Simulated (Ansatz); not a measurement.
# CrRu: how the settings move a single-point run

How sensitive is a single-point run of CrRu to its settings? A reference run comes first, then one run with altered input.

Program: Ansatz 0.2.0. Level of theory: reference: DFT, LDA, PAW with Ansatz's default frozen-core files, scalar-relativistic. These are calculated values, not measurements.

## Step 1: The structure to begin with

The structure is hexagonal, space group P-6m2 (No. 187). The conventional cell has a = 2.664 Å, b = 2.664 Å, c = 4.218 Å, α = 90.00°, β = 90.00°, γ = 120.00°. Cr (site symmetry -6m2) has 6 Ru at 2.61 Å and 6 Cr at 2.66 Å as nearest neighbours. Ru (site symmetry -6m2) has 6 Cr at 2.61 Å and 6 Ru at 2.66 Å as nearest neighbours.

Coordinates:

```xyz
2
Lattice="2.6637 0.0000 0.0000 -1.3319 2.3069 0.0000 0.0000 0.0000 4.2180" Properties=species:S:1:pos:R:3 pbc="T T T"
Cr    1.3319    0.7690    0.0000
Ru    0.0000    1.5379    2.1090
```

## Step 2: The reference run

input.yaml reads:

```yaml
crystal:
  lattice:
    - [2.6637476213, 0.0, 0.0]
    - [-1.3318738107, 2.3068731093, 0.0]
    - [0.0, 0.0, 4.218014]
  atoms:
    - { symbol: Cr, position: [0.6666666667, 0.3333333333, 0.0], spin: 0.05 }
    - { symbol: Ru, position: [0.3333333333, 0.6666666667, 0.5], spin: 0.05 }
magnetization:
  spin_polarized: true
  magnetic_field: 3000
kpoints:
  mp_grid: { grid: [12, 12, 7] }
scf:
  occupations: { method: fermi_dirac, width: 0.1 }
  convergence: { dr2_threshold: 1.0e-10 }
  lower_state_search: "off"
hamiltonian:
  xc: lda
  pseudopotentials: { kind: paw }
output:
  forces: true
  stress: true
  eigenvalues: true
```

Command:

```bash
$ ansatz run input.yaml --threads 1 --pin off --max-ram 3072MiB --backend cpu --events-out ev --progress --plain --runs-dir out
```

## Step 3: Changing settings: mp_grid.grid [4, 4, 2], occupations.method gaussian, occupations.width 0.2

input.yaml: that of step 2 with these lines changed.

```diff
@@ -12,5 +12,5 @@
 kpoints:
-  mp_grid: { grid: [12, 12, 7] }
+  mp_grid: { grid: [4, 4, 2] }
 scf:
-  occupations: { method: fermi_dirac, width: 0.1 }
+  occupations: { method: gaussian, width: 0.2 }
   convergence: { dr2_threshold: 1.0e-10 }
```

Before running it: what results should come out? Wanted: for each run, ending; energy change; pressure; abs. moment; force.

As calculated:

| run | ending | energy change | pressure (GPa) | abs. moment (μB) | force (eV/Å) | cycles | time |
| --- | --- | --- | --- | --- | --- | --- | --- |
| reference | converged | 0 | -14.4 | 1.23 | 0.00 | 27 | 19 s |
| 1: mp_grid.grid [4, 4, 2], occupations.method gaussian, occupations.width 0.2 | converged | -18.5 meV/atom (σ→0) | -14.2 | 1.34 | 0.00 | 31 | 2.5 s |

Residual by cycle in the longest SCF loop of each run; runs are numbered as in the table. The quantity is the density residual dr2, in eV.

| cycle | reference | run 1 |
| --- | --- | --- |
| 1 | 13.3 | 14.8 |
| 4 | 0.0708 | 1.14 |
| 6 | 0.00679 | 0.0305 |
| 9 | 2.9e-5 | 0.00649 |
| 12 | 1.6e-5 | 9.6e-6 |
| 15 | 1.1e-4 | 2.6e-4 |
| 17 | 0.103 | 6.3e-5 |
| 20 | 9.3e-6 | 0.0613 |
| 23 | 9.8e-9 | 6.3e-5 |
| 26 | 1.3e-10 | 2.8e-7 |
| 28 | - | 1.8e-9 |
| 31 | - | 6.9e-11 |

Changing the k-point mesh and smearing moves the energy by -18.5 meV/atom (σ→0 values), and the absolute moment goes from 1.23 to 1.34 μB. More than one kind of setting changed, and this run alone doesn't tell their shares apart. Cost: 31 SCF cycles against 27, 2.5 s against 19 s. The structure is not at rest: the sound run finds -14 GPa, so these are no properties of the relaxed crystal. 
